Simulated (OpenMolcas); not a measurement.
# F: a chain of runs

Wanted: a series of 9 runs (ROHF/6-31G*, CASSCF(7,4)/6-31G*, CASPT2(7,4)/6-31G*, CASPT2[IPEA 0](7,4)/6-31G*, SC-NEVPT2(7,4)/6-31G*, PC-NEVPT2(7,4)/6-31G*, MC-PDFT[tPBE](7,4)/6-31G*, MC-PDFT[ftPBE](7,4)/6-31G*, and more) of F. 

The results are computed with OpenMolcas 26.06.

88 further runs of the same task are left out: 88 set aside as unsound or not needed.

**1. A single-point energy at ROHF/6-31G(d) (spherical functions) (run 1)**

Input file step1.input:

```
* F Hartree-Fock
>>> EXPORT MOLCAS_PRINT=2

&GATEWAY
 BasLib = $CurrDir
 Coord
 1
 bohr
 F      0.00000000     0.00000000     0.00000000
 Basis = 6-31Gs
 Group = NoSym

&SEWARD

&SCF
 UHF
 Spin = 2
 PrOrbitals = 1

&RASSCF
 FileOrb = $Project.UnaOrb
 Spin = 2
 Nactel = 1 0 0
 Inactive = 4
 Ras2 = 1
 OutOrbitals = Canonical
 OrbListing = Nothing
```

The basis set 6-31G* is read from a file made from the Basis Set Exchange's data (not shown).

On the command line:

```
export MOLCAS_MEM=1860
pymolcas step1.input > step1.log
```

Log:

```text
--- Start Module: gateway ---
[...]
--- Stop Module: gateway /rc=_RC_ALL_IS_WELL_ ---
[...]
      Basis functions           14
[...]
--- Start Module: scf ---
[...]
       Convergence after   9 Iterations
[...]
::    Total SCF energy                                -99.3634120219
[...]
      Total spin, S                                     0.5013122723
[...]
--- Stop Module: scf /rc=_RC_ALL_IS_WELL_ ---
--- Start Module: rasscf ---
[...]
      Number of active orbitals                  1
[...]
      Spin quantum number                      0.5
[...]
      Active orbitals                            1
[...]
      Number of CSFs                             1
[...]
      Number of root(s) required                 1
[...]
      Convergence after  5 iterations
[...]
      printout of CI-coefficients larger than  0.05 for root  1
      energy=     -99.360261
      conf/sym  1     Coeff  Weight
             1  u   1.00000 1.00000
      Natural orbitals and occupation numbers for root  1
      sym 1:   1.000000
      ************************************************************************************************************************
      *                                                    Final results                                                     *
[...]
::    RASSCF root number  1 Total energy:    -99.36026111
[...]
      Total electronic charge=    9.000000
      Total            charge=   -0.000000
[...]
      Dipole Moment (debye):
      Origin of the operator (angstrom)=    0.0000    0.0000    0.0000
                   X=  3.6818E-16               Y=  9.2770E-16               Z=  6.3946E-16           Total=  1.1854E-15
      Quadrupole Moment (debye*angstrom):
[...]
--- Stop Module: rasscf /rc=_RC_ALL_IS_WELL_ ---
[...]
```

It took 1.4 s on 1 thread of Intel Xeon 6975P-C (Granite Rapids), shared host; peak memory 0.37 GiB.

**2. The F atom: the energy at CASSCF(7,4)/6-31G(d) (spherical functions) (run 2)**

Input file step2.inp:

```
>>> EXPORT MOLCAS_PRINT=2

&GATEWAY
 BasLib
 $CurrDir
 Coord
 1
 bohr
 F      0.00000000     0.00000000     0.00000000
 Basis
 6-31Gs
 Group
 NoSym

&SEWARD

&RASSCF
 FileOrb
 $CurrDir/step1.RasOrb
 Spin
 2
 Nactel
 7 0 0
 Inactive
 1
 Ras2
 4
 OrbListing
 Nothing
```

The basis set 6-31G* is read from a file made from the Basis Set Exchange's data (not shown).

Run the same way, it converges to -99.36026 Eh (log not shown).

Runs 3 to 8 aren't shown in full; the table further down has their settings and results.

**3. The F atom: the energy at MRCI(7,4)/6-31G(d) (spherical functions) (run 9)**

Input file step9.input:

```
* F MRCI

&GATEWAY
  BASLIB=$CurrDir
  COORD
  1
  bohr
  F      0.00000000     0.00000000     0.00000000
  BASIS=6-31Gs
  GROUP=NoSym

&SEWARD

&RASSCF
  FILEORB=$CurrDir/step2.RasOrb
  SPIN=2
  NACTEL=7 0 0
  INACTIVE=1
  RAS2=4
  ORBLISTING=Nothing

&MOTRA
  LUMORB
  FROZEN=1

&GUGA
  ELECTRONS=7
  SPIN=2
  INACTIVE=0
  ACTIVE=4
  CIALL=1

&MRCI
  SDCI
```

The basis set 6-31G* is read from a file made from the Basis Set Exchange's data (not shown).

Run the same way, it converges to -99.49308 Eh (log not shown).

**4. Overview of the runs**

| run | level | active rule | inactive | energy (Eh) | dipole moment (D) of the reference | wall time |
| --- | --- | --- | --- | --- | --- | --- |
| 1 | ROHF/6-31G* (spherical functions) | – | – | -99.360261 | 0.00 | 1.4 s |
| 2 | CASSCF(7,4)/6-31G* (spherical functions) | full valence | 1 | -99.360261 | 0.00 | 1.2 s |
| 3 | CASPT2(7,4)/6-31G* (spherical functions) | full valence | 1 | -99.487836 | 0.00 | 1.2 s |
| 4 | CASPT2[IPEA 0](7,4)/6-31G* (spherical functions) | full valence | 1 | -99.489791 | 0.00 | 1.3 s |
| 5 | SC-NEVPT2(7,4)/6-31G* (spherical functions) | full valence | 1 | -99.469539 | 0.00 | 1.3 s |
| 6 | PC-NEVPT2(7,4)/6-31G* (spherical functions) | full valence | 1 | -99.469854 | 0.00 | 1.2 s |
| 7 | MC-PDFT[tPBE](7,4)/6-31G* (spherical functions) | full valence | 1 | -99.603299 | 0.00 | 1.2 s |
| 8 | MC-PDFT[ftPBE](7,4)/6-31G* (spherical functions) | full valence | 1 | -99.634097 | 0.00 | 1.2 s |
| 9 | MRCI(7,4)/6-31G* (spherical functions) | full valence | 1 | -99.493076 | 0.00 | 1.2 s |

**5. Outcome**

```
                                     quantity         value
                  F atom, run 9: total energy  -99.49308 Eh
F atom, run 9: dipole moment (CASSCF density)        0.00 D
```

**Reading.** Below the ROHF energy at the same shape and in the same basis (6-31G*): CASSCF(7,4) +0.0 mEh; CASPT2(7,4) -127.6 mEh; CASPT2[IPEA 0](7,4) -129.5 mEh; SC-NEVPT2(7,4) -109.3 mEh; PC-NEVPT2(7,4) -109.6 mEh; MRCI(7,4) -132.8 mEh. Active-space methods hold only the correlation inside their space unless a perturbation or CI step follows. All runs together took 11 s, the longest 1.4 s.
